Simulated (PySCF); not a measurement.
# GeH4: the SCF solver's settings

Do solver options change the result for GeH4, or only the number of cycles?

The runs use PySCF 2.14.0; method and basis as typed in the scripts.

1 further run of the same task is left out (it didn't finish). Runs told in other sessions of the task aren't counted.

### Step 1. Where the work starts

GeH4: 5 atoms, charge 0, spin multiplicity 1.

Bond lengths: Ge1–H2 1.580 Å, Ge1–H3 1.580 Å, Ge1–H4 1.581 Å, Ge1–H5 1.580 Å. Angles: H2–Ge1–H3 109.5°, H2–Ge1–H4 109.5°, H2–Ge1–H5 109.5°, H3–Ge1–H4 109.5°, H3–Ge1–H5 109.5°, H4–Ge1–H5 109.5°.

### Step 2. The run that the others are compared with

input.py reads:

```python
from pyscf import gto, scf, mp

mol = gto.M(
    atom='Ge 0 0 0; H 1.2904 0 0.9125; H -1.2904 0 0.9125; H 0 1.2905 -0.9125; H 0 -1.2904 -0.9125',
    basis='jorge-dzp',
    charge=0,
    spin=0,
    verbose=4,
)
mf = scf.RHF(mol)
mf.kernel()
mp.MP2(mf, frozen=9).kernel()
mf.dip_moment()
print('orbital energies (hartree):', mf.mo_energy[..., max(0, mol.nelec[1]-3):mol.nelec[0]+3].round(4))
```

Run with:

```bash
$ OMP_NUM_THREADS=1 python input.py
```

The log of this run is left out.

In short: E(SCF) = -2077.598628 Eh, 8 cycles, E(MP2) − E(SCF) = -0.38252 Eh, μ = 0.00 D (of the SCF density).

### Step 3. Point-group symmetry on

Edit 1 changes point-group symmetry: off → on.

Changes to input.py since step 2:

```diff
@@ -7,2 +7,3 @@
     spin=0,
+    symmetry=True,
     verbose=4,
```

Run with:

```bash
$ OMP_NUM_THREADS=1 python input.py
```

Output (excerpt; [...] marks lines left out):

```text
[lines on the frontier levels of each cycle are left out]
PySCF version 2.14.0

[INPUT] verbose = 4
[INPUT] num. atoms = 5
[INPUT] num. electrons = 36
[INPUT] charge = 0
[INPUT] spin (= nelec alpha-beta = 2S) = 0
[INPUT] symmetry True subgroup None
[INPUT] Mole.unit = angstrom
[INPUT] Symbol           X                Y                Z      unit          X                Y                Z       unit  Magmom
[INPUT]  1 Ge     0.000000000000   0.000000000000   0.000000000000 AA    0.000000000000   0.000000000000   0.000000000000 Bohr   0.0
[INPUT]  2 H      1.290400000000   0.000000000000   0.912500000000 AA    2.438502591139   0.000000000000   1.724375088666 Bohr   0.0
[INPUT]  3 H     -1.290400000000   0.000000000000   0.912500000000 AA   -2.438502591139   0.000000000000   1.724375088666 Bohr   0.0
[INPUT]  4 H      0.000000000000   1.290500000000  -0.912500000000 AA    0.000000000000   2.438691563751  -1.724375088666 Bohr   0.0
[INPUT]  5 H      0.000000000000  -1.290400000000  -0.912500000000 AA    0.000000000000  -2.438502591139  -1.724375088666 Bohr   0.0

nuclear repulsion = 44.0878076866713
point group symmetry = Cs
symmetry origin: [0.00000000e+00 5.24923923e-06 0.00000000e+00]
symmetry axis x: [ 0.         -0.86314015 -0.50496443]
symmetry axis y: [ 0.          0.50496443 -0.86314015]
symmetry axis z: [1. 0. 0.]
num. orbitals of irrep A' = 43
num. orbitals of irrep A" = 20
number of shells = 29
number of NR pGTOs = 111
number of NR cGTOs = 63
basis = jorge-dzp
ecp = {}

******** <class 'pyscf.scf.hf_symm.SymAdaptedRHF'> ********
method = SymAdaptedRHF
initial guess = minao
damping factor = 0
level_shift factor = 0
DIIS = <class 'pyscf.scf.diis.CDIIS'>
diis_start_cycle = 1
diis_space = 8
diis_damp = 0
SCF conv_tol = 1e-09
SCF conv_tol_grad = None
SCF max_cycles = 50
direct_scf = True
direct_scf_tol = 1e-13
Freeze 0 electrons in irreps []
    36 free electrons in irreps A' A"
Set gradient conv threshold to 3.16228e-05
Initial guess from minao.
init E= -2074.41057168685
cycle= 1 E= -2077.57624058914  delta_E= -3.17  |g|= 0.851  |ddm|= 1.76
cycle= 2 E= -2077.59305445219  delta_E= -0.0168  |g|= 0.331  |ddm|= 0.287
cycle= 3 E= -2077.59818059162  delta_E= -0.00513  |g|= 0.0838  |ddm|= 0.143
cycle= 4 E= -2077.59861442556  delta_E= -0.000434  |g|= 0.00568  |ddm|= 0.0326
cycle= 5 E= -2077.59862745695  delta_E= -1.3e-05  |g|= 0.000455  |ddm|= 0.0118
cycle= 6 E= -2077.59862757374  delta_E= -1.17e-07  |g|= 5.33e-05  |ddm|= 0.00152
cycle= 7 E= -2077.59862757545  delta_E= -1.71e-09  |g|= 6.49e-06  |ddm|= 0.000244
cycle= 8 E= -2077.59862757548  delta_E= -3.55e-11  |g|= 9.45e-07  |ddm|= 2.71e-05
Extra cycle  E= -2077.59862757548  delta_E= 9.09e-13  |g|= 5.95e-07  |ddm|= 2e-06
converged SCF energy = -2077.59862757548

******** <class 'pyscf.mp.mp2.RMP2'> ********
nocc = 9, nmo = 54
frozen orbitals 9
E(RMP2) = -2077.98114461213  E_corr = -0.382517036646853
E(SCS-RMP2) = -2077.95439678728  E_corr = -0.355769211799645
E_corr(same-spin) = -0.119136037126822
E_corr(oppo-spin) = -0.263380999520031
Dipole moment(X, Y, Z, Debye):  0.00000, -0.00017,  0.00003
orbital energies (hartree): [-0.4695 -0.4695 -0.4695  0.1497  0.1681  0.1681]
```

It took 2.1 s on 1 thread of Arm Neoverse N1, shared host.

Result: E(SCF) = -2077.598628 Eh (no change), 8 cycles, E(MP2) − E(SCF) = -0.38252 Eh, μ = 0.00 D (of the SCF density).

### Step 4. Initial guess mod_huckel

Edit 2 changes initial guess: minao → mod_huckel.

Changes to input.py since step 2:

```diff
@@ -10,2 +10,3 @@
 mf = scf.RHF(mol)
+mf.init_guess = 'mod_huckel'
 mf.kernel()
```

Run with:

```bash
$ OMP_NUM_THREADS=1 python input.py
```

Output:

```text
PySCF version 2.14.0

[INPUT] verbose = 4
[INPUT] num. atoms = 5
[INPUT] num. electrons = 36
[INPUT] charge = 0
[INPUT] spin (= nelec alpha-beta = 2S) = 0
[INPUT] symmetry False subgroup None
[INPUT] Mole.unit = angstrom
[INPUT] Symbol           X                Y                Z      unit          X                Y                Z       unit  Magmom
[INPUT]  1 Ge     0.000000000000   0.000000000000   0.000000000000 AA    0.000000000000   0.000000000000   0.000000000000 Bohr   0.0
[INPUT]  2 H      1.290400000000   0.000000000000   0.912500000000 AA    2.438502591139   0.000000000000   1.724375088666 Bohr   0.0
[INPUT]  3 H     -1.290400000000   0.000000000000   0.912500000000 AA   -2.438502591139   0.000000000000   1.724375088666 Bohr   0.0
[INPUT]  4 H      0.000000000000   1.290500000000  -0.912500000000 AA    0.000000000000   2.438691563751  -1.724375088666 Bohr   0.0
[INPUT]  5 H      0.000000000000  -1.290400000000  -0.912500000000 AA    0.000000000000  -2.438502591139  -1.724375088666 Bohr   0.0

nuclear repulsion = 44.0878076866713
number of shells = 29
number of NR pGTOs = 111
number of NR cGTOs = 63
basis = jorge-dzp
ecp = {}

******** <class 'pyscf.scf.hf.RHF'> ********
method = RHF
initial guess = mod_huckel
damping factor = 0
level_shift factor = 0
DIIS = <class 'pyscf.scf.diis.CDIIS'>
diis_start_cycle = 1
diis_space = 8
diis_damp = 0
SCF conv_tol = 1e-09
SCF conv_tol_grad = None
SCF max_cycles = 50
direct_scf = True
direct_scf_tol = 1e-13
Set gradient conv threshold to 3.16228e-05
Initial guess from on-the-fly Huckel, doi:10.1021/acs.jctc.8b01089,
employing the updated GWH rule from doi:10.1021/ja00480a005.
Spherically averaged atomic HF for {'H', 'Ge'}

******** <class 'pyscf.scf.atom_hf.AtomSphAverageRHF'> ********
method = AtomSphAverageRHF
initial guess = minao
damping factor = 0
level_shift factor = 0
DIIS = <class 'pyscf.scf.diis.CDIIS'>
diis_start_cycle = 1
diis_space = 8
diis_damp = 0
SCF conv_tol = 1e-09
SCF conv_tol_grad = None
SCF max_cycles = 50
direct_scf = True
direct_scf_tol = 1e-13
atom = Ge
Set gradient conv threshold to 3.16228e-05
Initial guess from minao.
init E= -2072.21152492437
cycle= 1 E= -2075.01874593393  delta_E= -2.81  |g|=    0  |ddm|= 0.685
cycle= 2 E= -2075.02364169487  delta_E= -0.0049  |g|=    0  |ddm|= 0.163
cycle= 3 E= -2075.02596508401  delta_E= -0.00232  |g|=    0  |ddm|= 0.103
cycle= 4 E= -2075.02622436877  delta_E= -0.000259  |g|=    0  |ddm|= 0.0234
cycle= 5 E= -2075.02622469387  delta_E= -3.25e-07  |g|=    0  |ddm|= 0.00167
cycle= 6 E= -2075.02622469613  delta_E= -2.27e-09  |g|=    0  |ddm|= 0.000312
cycle= 7 E= -2075.02622469617  delta_E= -3.87e-11  |g|=    0  |ddm|= 4.75e-05
Extra cycle  E= -2075.02622469618  delta_E= -4.55e-12  |g|=    0  |ddm|= 1.38e-06
Atomic HF for atom  Ge  converged. SCF energy = -2075.02622469618

******** 1 electron system ********
Atomic HF for atom  H  converged. SCF energy = -0.499058367913911

  HOMO = -0.448490272144858  LUMO = 0.59530187039571  gap/eV = 28.40303
init E= -2077.33323695464
  HOMO = -0.539459173092008  LUMO = 0.0746069275205985  gap/eV = 16.70959
cycle= 1 E= -2077.5887773696  delta_E= -0.256  |g|= 0.262  |ddm|= 1.05
  HOMO = -0.461373685499129  LUMO = 0.151578822297601  gap/eV = 16.67929
cycle= 2 E= -2077.59615246893  delta_E= -0.00738  |g|= 0.207  |ddm|= 0.304
  HOMO = -0.468049327936218  LUMO = 0.148258219348178  gap/eV = 16.77058
cycle= 3 E= -2077.59849286845  delta_E= -0.00234  |g|= 0.0173  |ddm|= 0.059
  HOMO = -0.470055312274032  LUMO = 0.148953723578136  gap/eV = 16.84409
cycle= 4 E= -2077.59862108419  delta_E= -0.000128  |g|= 0.00437  |ddm|= 0.0329
  HOMO = -0.469520961953338  LUMO = 0.149671271174654  gap/eV = 16.84908
cycle= 5 E= -2077.59862740147  delta_E= -6.32e-06  |g|= 0.000443  |ddm|= 0.00976
  HOMO = -0.469518210724708  LUMO = 0.149712407239863  gap/eV = 16.85012
cycle= 6 E= -2077.59862757212  delta_E= -1.71e-07  |g|= 6.68e-05  |ddm|= 0.00198
  HOMO = -0.469517503110069  LUMO = 0.149713390481609  gap/eV = 16.85013
cycle= 7 E= -2077.59862757546  delta_E= -3.34e-09  |g|= 7.91e-06  |ddm|= 0.000314
  HOMO = -0.469515161312197  LUMO = 0.149714236819823  gap/eV = 16.85009
cycle= 8 E= -2077.59862757548  delta_E= -2.59e-11  |g|= 3.99e-07  |ddm|= 3.04e-05
  HOMO = -0.469515280091568  LUMO = 0.149714139528303  gap/eV = 16.85009
Extra cycle  E= -2077.59862757548  delta_E= -1.82e-12  |g|= 1.59e-07  |ddm|= 7.21e-07
converged SCF energy = -2077.59862757548

******** <class 'pyscf.mp.mp2.RMP2'> ********
nocc = 9, nmo = 54
frozen orbitals 9
E(RMP2) = -2077.98114461442  E_corr = -0.382517038933036
E(SCS-RMP2) = -2077.95439679025  E_corr = -0.355769214767319
E_corr(same-spin) = -0.119136036868066
E_corr(oppo-spin) = -0.26338100206497
Dipole moment(X, Y, Z, Debye): -0.00000, -0.00017,  0.00003
orbital energies (hartree): [-0.4695 -0.4695 -0.4695  0.1497  0.1681  0.1681]
```

It took 2.1 s on 1 thread of Arm Neoverse N1, shared host.

This run: E(SCF) = -2077.598628 Eh (no change), 8 cycles, E(MP2) − E(SCF) = -0.38252 Eh, μ = 0.00 D (of the SCF density).

### Step 5. Second-order solver on

Edit 3 changes second-order solver: off → on.

Changes to input.py since step 2:

```diff
@@ -10,2 +10,3 @@
 mf = scf.RHF(mol)
+mf = mf.newton()
 mf.kernel()
```

Run with:

```bash
$ OMP_NUM_THREADS=1 python input.py
```

Output:

```text
PySCF version 2.14.0

[INPUT] verbose = 4
[INPUT] num. atoms = 5
[INPUT] num. electrons = 36
[INPUT] charge = 0
[INPUT] spin (= nelec alpha-beta = 2S) = 0
[INPUT] symmetry False subgroup None
[INPUT] Mole.unit = angstrom
[INPUT] Symbol           X                Y                Z      unit          X                Y                Z       unit  Magmom
[INPUT]  1 Ge     0.000000000000   0.000000000000   0.000000000000 AA    0.000000000000   0.000000000000   0.000000000000 Bohr   0.0
[INPUT]  2 H      1.290400000000   0.000000000000   0.912500000000 AA    2.438502591139   0.000000000000   1.724375088666 Bohr   0.0
[INPUT]  3 H     -1.290400000000   0.000000000000   0.912500000000 AA   -2.438502591139   0.000000000000   1.724375088666 Bohr   0.0
[INPUT]  4 H      0.000000000000   1.290500000000  -0.912500000000 AA    0.000000000000   2.438691563751  -1.724375088666 Bohr   0.0
[INPUT]  5 H      0.000000000000  -1.290400000000  -0.912500000000 AA    0.000000000000  -2.438502591139  -1.724375088666 Bohr   0.0

nuclear repulsion = 44.0878076866713
number of shells = 29
number of NR pGTOs = 111
number of NR cGTOs = 63
basis = jorge-dzp
ecp = {}

******** <class 'pyscf.soscf.newton_ah.SecondOrderRHF'> ********
method = SecondOrderRHF
initial guess = minao
damping factor = 0
level_shift factor = 0
DIIS = <class 'pyscf.scf.diis.CDIIS'>
diis_start_cycle = 1
diis_space = 8
diis_damp = 0
SCF conv_tol = 1e-09
SCF conv_tol_grad = None
SCF max_cycles = 50
direct_scf = True
direct_scf_tol = 1e-13
******** <class 'pyscf.scf.hf.RHF'> Newton solver flags ********
SCF tol = 1e-09
conv_tol_grad = None
max. SCF cycles = 50
direct_scf = True
direct_scf_tol = 1e-13
max_cycle_inner = 12
max_stepsize = 0.05
ah_start_tol = 1e+09
ah_level_shift = 0
ah_conv_tol = 1e-12
ah_lindep = 1e-14
ah_start_cycle = 1
ah_max_cycle = 40
ah_grad_trust_region = 2.5
kf_interval = 4
kf_trust_region = 5
canonicalization = True
Set conv_tol_grad to 3.16228e-05
Initial guess from minao.
Initial guess E= -2077.57624058914  |g|= 0.851389
macro= 0  E= -2077.59862757547  delta_E= -0.022387  |g|= 0.000623439  3 KF 12 JK
macro= 1  E= -2077.59862757547  delta_E= 1.36424e-12  |g|= 9.33335e-06  1 KF 2 JK
Canonicalize SCF orbitals
macro X = 2  E=-2077.59862757547  |g|= 9.33335e-06  total 5 KF 17 JK
converged SCF energy = -2077.59862757547

******** <class 'pyscf.mp.mp2.RMP2'> ********
nocc = 9, nmo = 54
frozen orbitals 9
E(RMP2) = -2077.98114480612  E_corr = -0.382517230649781
E(SCS-RMP2) = -2077.95439693167  E_corr = -0.355769356202384
E_corr(same-spin) = -0.119136139127716
E_corr(oppo-spin) = -0.263381091522065
Dipole moment(X, Y, Z, Debye):  0.00000, -0.00017,  0.00003
orbital energies (hartree): [-0.4695 -0.4695 -0.4695  0.1497  0.1681  0.1681]
```

It took 2 s on 1 thread of Arm Neoverse N1, shared host.

Result: E(SCF) = -2077.598628 Eh (no change), 2 macro-iterations, E(MP2) − E(SCF) = -0.38252 Eh, μ = 0.00 D (of the SCF density).

### Step 6. Comparison

| run | E(SCF) (hartree) | from base (eV) | cycles | gap (eV) | SCF dipole (D) | after the SCF |
| --- | --- | --- | --- | --- | --- | --- |
| base | -2077.598628 | 0 | 8 | 16.85 | 0.00 | MP2 correlation -10.409 eV, core frozen |
| point-group symmetry on | -2077.598628 | 0.0000 | 8 | 16.85 | 0.00 | MP2 correlation -10.409 eV, core frozen |
| initial guess mod_huckel | -2077.598628 | 0.0000 | 8 | 16.85 | 0.00 | MP2 correlation -10.409 eV, core frozen |
| second-order solver on | -2077.598628 | 0.0000 | 2 macro | 16.85 | 0.00 | MP2 correlation -10.409 eV, core frozen |

Wall time on 1 thread of Arm Neoverse N1, shared host, start-up included: base 2.2 s; point-group symmetry on 2.1 s; initial guess mod_huckel 2.1 s; second-order solver on 2 s.

Distance from each run's final energy (log10 hartree) by cycle:

```
                     run  cycle 1  cycle 2  cycle 3  cycle 5  cycle 8  cycle 12
                    base     -1.7     -2.3     -3.3     -6.9    -11.0      done
 point-group symmetry on     -1.7     -2.3     -3.3     -6.9    < -11      done
initial guess mod_huckel     -2.0     -2.6     -3.9     -6.8    < -11      done
```

With point-group symmetry on or initial guess mod_huckel or second-order solver on the SCF ends at the base energy. With point-group symmetry on, initial guess mod_huckel the path hardly changes: 8 cycles against 8.
